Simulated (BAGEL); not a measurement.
**CH4ClGa (SMILES [CH3][GaH][Cl]): a chain of runs**

We compute a single-point energy (HF/def2-SV(P)), then a single-point energy (NEVPT2(2,2)/def2-SV(P)), then a single-point energy (CASPT2(2,2)/def2-SV(P)) of CH4ClGa. 

The calculation is run with BAGEL 1.2.2.

1 further run of the same task is left out (set aside as unsound or not needed).

## Step 1: Starting point

CH4ClGa has 7 atoms, charge 0, and is taken as a singlet. SMILES: `[CH3][GaH][Cl]`. The shape is that of a PBE0-D4/def2-TZVP optimisation.

Bond lengths: C1–Ga2 1.952 Å, Ga2–Cl3 2.160 Å, C1–H4 1.093 Å, C1–H5 1.089 Å, C1–H6 1.093 Å, Ga2–H7 1.560 Å. Angles: C1–Ga2–Cl3 116.2°, C1–Ga2–H7 130.1°, Cl3–Ga2–H7 113.7°, Ga2–C1–H4 110.2°, Ga2–C1–H5 110.9°, Ga2–C1–H6 109.9°, H4–C1–H5 109.3°, H4–C1–H6 107.4°, H5–C1–H6 109.1°.

## Step 2: A single-point energy at HF/def2-SV(P) (density fitting with svp-jkfit) (run 1)

Contents of input.json:

```json
{ "bagel" : [

{
  "title" : "molecule",
  "basis" : "def2-sv_p_.json",
  "df_basis" : "svp-jkfit",
  "geometry" : [
    { "atom" : "C", "xyz" : [ -1.38046950,  1.11163706, -0.37926047 ] },
    { "atom" : "Ga", "xyz" : [  1.59925065, -1.01695044,  0.06747078 ] },
    { "atom" : "Cl", "xyz" : [  1.63458853, -3.39176927,  3.38790856 ] },
    { "atom" : "H", "xyz" : [ -0.82373162,  3.09385961, -0.53630427 ] },
    { "atom" : "H", "xyz" : [ -2.68022313,  0.89488548,  1.20244029 ] },
    { "atom" : "H", "xyz" : [ -2.35443435,  0.60216690, -2.12782406 ] },
    { "atom" : "H", "xyz" : [  4.00487201, -1.29417327, -1.61438547 ] }
  ]
},
{ "title" : "hf" },
{ "title" : "print", "file" : "orbitals.molden", "orbitals" : true }

]}
```

The basis set def2-SV(P) is read from a file made from the Basis Set Exchange's data (not shown).

Launch:

```bash
$ BAGEL_NUM_THREADS=1 BAGEL input.json > input.out
```

Standard output:

```text
* using 1 threads per process

  ===============================================================
  ===============================================================

  *** Geometry ***

  { "atom" : "C", "xyz" : [     -1.380470,      1.111637,     -0.379260 ] },
  { "atom" : "Ga", "xyz" : [      1.599251,     -1.016950,      0.067471 ] },
  { "atom" : "Cl", "xyz" : [      1.634589,     -3.391769,      3.387909 ] },
  { "atom" : "H", "xyz" : [     -0.823732,      3.093860,     -0.536304 ] },
  { "atom" : "H", "xyz" : [     -2.680223,      0.894885,      1.202440 ] },
  { "atom" : "H", "xyz" : [     -2.354434,      0.602167,     -2.127824 ] },
  { "atom" : "H", "xyz" : [      4.004872,     -1.294173,     -1.614385 ] },

  Number of auxiliary basis functions:      541

  Since a DF basis is specified, we compute 2- and 3-index integrals:
    o Being stored without compression. Storage requirement is 0.022 GB

  Number of basis functions:       72
  Number of electrons      :       58

    * METHOD: MOLECULE                             0.27

  *** RHF ***

  === Nuclear Repulsion ===
   245.6437493434

      * DIIS with orbital gradients will be used.

  === RHF iteration (def2-sv_p_.json) ===
      0      -2422.46597947          0.01323556           0.08
      1      -2422.55227857          0.00635497           0.07
      2      -2422.57004878          0.00116424           0.08
      3      -2422.57088441          0.00049135           0.08
      4      -2422.57097123          0.00006746           0.08
      5      -2422.57097493          0.00002180           0.08
      6      -2422.57097531          0.00000804           0.08
      7      -2422.57097537          0.00000149           0.08
      8      -2422.57097537          0.00000031           0.07
      9      -2422.57097537          0.00000014           0.08
     10      -2422.57097537          0.00000004           0.08
     11      -2422.57097537          0.00000001           0.08
     12      -2422.57097537          0.00000000           0.08
    * SCF iteration converged.

    * Permanent dipole moment:
           (    0.228564,    -0.665383,     0.743859) a.u.

    * METHOD: HF                                   1.22

    * METHOD: PRINT                                0.01

  ===============================================================
```

It took 1.6 s on 1 thread of Arm Neoverse V1, shared host; peak memory 0.15 GiB.

## Step 3: A single-point energy at NEVPT2(2,2)/def2-SV(P) (density fitting with svp-jkfit) (run 2)

Contents of nevpt2.json:

```json
{ "bagel": [

{
  "title": "molecule",
  "basis": "def2-sv_p_.json",
  "df_basis": "svp-jkfit",
  "angstrom": "false",
  "geometry": [
    { "atom": "C", "xyz": [    -1.38046950,     1.11163706,    -0.37926047 ] },
    { "atom": "Ga", "xyz": [     1.59925065,    -1.01695044,     0.06747078 ] },
    { "atom": "Cl", "xyz": [     1.63458853,    -3.39176927,     3.38790856 ] },
    { "atom": "H", "xyz": [    -0.82373162,     3.09385961,    -0.53630427 ] },
    { "atom": "H", "xyz": [    -2.68022313,     0.89488548,     1.20244029 ] },
    { "atom": "H", "xyz": [    -2.35443435,     0.60216690,    -2.12782406 ] },
    { "atom": "H", "xyz": [     4.00487201,    -1.29417327,    -1.61438547 ] }
  ]
},

{
  "title": "hf",
  "charge": 0
},

{
  "title": "casscf",
  "nstate": 1,
  "nact": 2,
  "nclosed": 28,
  "charge": 0,
  "nspin": 0,
  "active": [22, 35],
  "maxiter": 200,
  "natocc": "true"
},

{
  "title": "nevpt2",
  "nstate": 1,
  "nact": 2,
  "nclosed": 28,
  "charge": 0,
  "nspin": 0,
  "active": [22, 35],
  "maxiter": 200,
  "natocc": "true",
  "ncore": 15
},

{
  "title": "print",
  "file": "orbitals.molden",
  "orbitals": "true"
}

]}
```

The basis set def2-SV(P) is read from a file made from the Basis Set Exchange's data (not shown).

Launch:

```bash
$ BAGEL_NUM_THREADS=1 BAGEL nevpt2.json > nevpt2.out
```

Standard output:

```text
* using 1 threads per process

  ===============================================================
  ===============================================================

  *** Geometry ***

  { "atom" : "C", "xyz" : [     -1.380470,      1.111637,     -0.379260 ] },
  { "atom" : "Ga", "xyz" : [      1.599251,     -1.016950,      0.067471 ] },
  { "atom" : "Cl", "xyz" : [      1.634589,     -3.391769,      3.387909 ] },
  { "atom" : "H", "xyz" : [     -0.823732,      3.093860,     -0.536304 ] },
  { "atom" : "H", "xyz" : [     -2.680223,      0.894885,      1.202440 ] },
  { "atom" : "H", "xyz" : [     -2.354434,      0.602167,     -2.127824 ] },
  { "atom" : "H", "xyz" : [      4.004872,     -1.294173,     -1.614385 ] },

  Number of auxiliary basis functions:      541

[... 21 lines left out ...]
    * SCF iteration converged.
[... 1 line left out ...]
    * Permanent dipole moment:
[... 27 lines left out ...]
    * Second-order optimization converged. *
[... 1 line left out ...]
     guess   0:   closed 1.                   open ..

  === FCI iteration ===

      0  0     -2422.57085022     8.46e-02      0.00
      1  0     -2422.58660390     3.63e-04      0.00
      2  0 *   -2422.58660439     7.87e-16      0.00

     * ci vector, state   0, <S^2> = 0.0000
       2.     0.9956904954
       .2    -0.0927385427

    * METHOD: CASSCF                               6.28

    * freezing 15 orbitals

  === DF-NEVPT2 calculation ===

    * 3-index integral transformation done
    * assembly done

      NEVPT2 correlation energy:   -0.4472582481      0.10

          (+0)     -0.4022915274
          (+0)'    -0.0149558788
          (+1)     -0.0029650433
          (+1)'    -0.0000000000
          (+2)     -0.0001667447
          (-1)     -0.0216148059
          (-1)'     0.0000000000
          (-2)     -0.0052642479

      NEVPT2 total energy:       -2423.0338626428

    * METHOD: NEVPT2                               0.23

    * METHOD: PRINT                                0.01

  ===============================================================
```

Run time: 8.4 s. Hardware: 1 thread of Arm Neoverse V1, shared host; peak memory 0.15 GiB.

## Step 4: The energy at CASPT2(2,2)/def2-SV(P) (density fitting with svp-jkfit) (run 3)

Changes to input.json since step 2:

```diff
@@ -16,4 +16,29 @@
 },
-{ "title" : "hf" },
-{ "title" : "print", "file" : "orbitals.molden", "orbitals" : true }
+{
+  "title" : "hf"
+},
+{
+  "title" : "casscf",
+  "nstate" : 1,
+  "nact" : 2,
+  "nclosed" : 28,
+  "active" : [22, 35],
+  "maxiter" : 200,
+  "natocc" : true
+},
+{
+  "title" : "print",
+  "file" : "orbitals.molden",
+  "orbitals" : true
+},
+{
+  "title" : "smith",
+  "method" : "caspt2",
+  "ms" : true,
+  "xms" : true,
+  "sssr" : true,
+  "shift" : 0.2,
+  "shift_imag" : true,
+  "ncore" : 15
+}
```

The basis set def2-SV(P) is read from a file made from the Basis Set Exchange's data (not shown).

Launch:

```bash
$ BAGEL_NUM_THREADS=1 BAGEL input.json > input.out
```

Standard output:

```text
* using 1 threads per process

  ===============================================================
  ===============================================================

  *** Geometry ***

  { "atom" : "C", "xyz" : [     -1.380470,      1.111637,     -0.379260 ] },
  { "atom" : "Ga", "xyz" : [      1.599251,     -1.016950,      0.067471 ] },
  { "atom" : "Cl", "xyz" : [      1.634589,     -3.391769,      3.387909 ] },
  { "atom" : "H", "xyz" : [     -0.823732,      3.093860,     -0.536304 ] },
  { "atom" : "H", "xyz" : [     -2.680223,      0.894885,      1.202440 ] },
  { "atom" : "H", "xyz" : [     -2.354434,      0.602167,     -2.127824 ] },
  { "atom" : "H", "xyz" : [      4.004872,     -1.294173,     -1.614385 ] },

  Number of auxiliary basis functions:      541

[... 21 lines left out ...]
    * SCF iteration converged.
[... 1 line left out ...]
    * Permanent dipole moment:
[... 27 lines left out ...]
    * Second-order optimization converged. *
[... 9 lines left out ...]
     * ci vector, state   0, <S^2> = 0.0000
[... 16 lines left out ...]
    * Zeroth order energy : state  0       -1.2272094017
[... 4 lines left out ...]
       #      aibj      arbs      arbi      airj      risj      airs      arst      rist         Etot      error   time
[... 2 lines left out ...]
       0  -0.40125  -0.00641  -0.02225  -0.00333  -0.00025  -0.01295  -0.00000  -0.00000   -0.4464248  0.0016816   0.06
       1  -0.40148  -0.00646  -0.02236  -0.00342  -0.00027  -0.01336  -0.00000  -0.00000   -0.4473483  0.0003208   0.05
       2  -0.40150  -0.00646  -0.02236  -0.00342  -0.00027  -0.01337  -0.00000  -0.00000   -0.4473878  0.0000671   0.05
       3  -0.40150  -0.00646  -0.02236  -0.00342  -0.00027  -0.01337   0.00000  -0.00000   -0.4473892  0.0000150   0.05
       4  -0.40150  -0.00646  -0.02236  -0.00342  -0.00027  -0.01337  -0.00000  -0.00000   -0.4473893  0.0000034   0.05
       5  -0.40150  -0.00646  -0.02236  -0.00342  -0.00027  -0.01337   0.00000   0.00000   -0.4473893  0.0000007   0.05

      ------------------------------------------------------------------------------------------------------------------

    * CASPT2 energy : state  0    -2423.0361329960
        w/o shift correction      -2423.0339937197
        reference weight              0.8772155154

    * METHOD: SMITH                                0.51

  ===============================================================
```

Wall time 8.7 s (1 thread of Arm Neoverse V1, shared host); peak memory 0.15 GiB.

## Step 5: Outcome

| quantity | value |
| --- | --- |
| run 1, HF/def2-SV(P): total energy | -2422.57098 Eh |
| run 1, HF/def2-SV(P): dipole moment | 2.60 D |
| run 1, HF/def2-SV(P): HOMO energy | -11.12 eV |
| run 1, HF/def2-SV(P): LUMO energy | 1.59 eV |
| run 1, HF/def2-SV(P): HOMO–LUMO gap | 12.71 eV |
| run 2, NEVPT2(2,2)/def2-SV(P): total energy | -2423.03386 Eh |
| run 3, CASPT2(2,2)/def2-SV(P): total energy | -2423.03613 Eh |
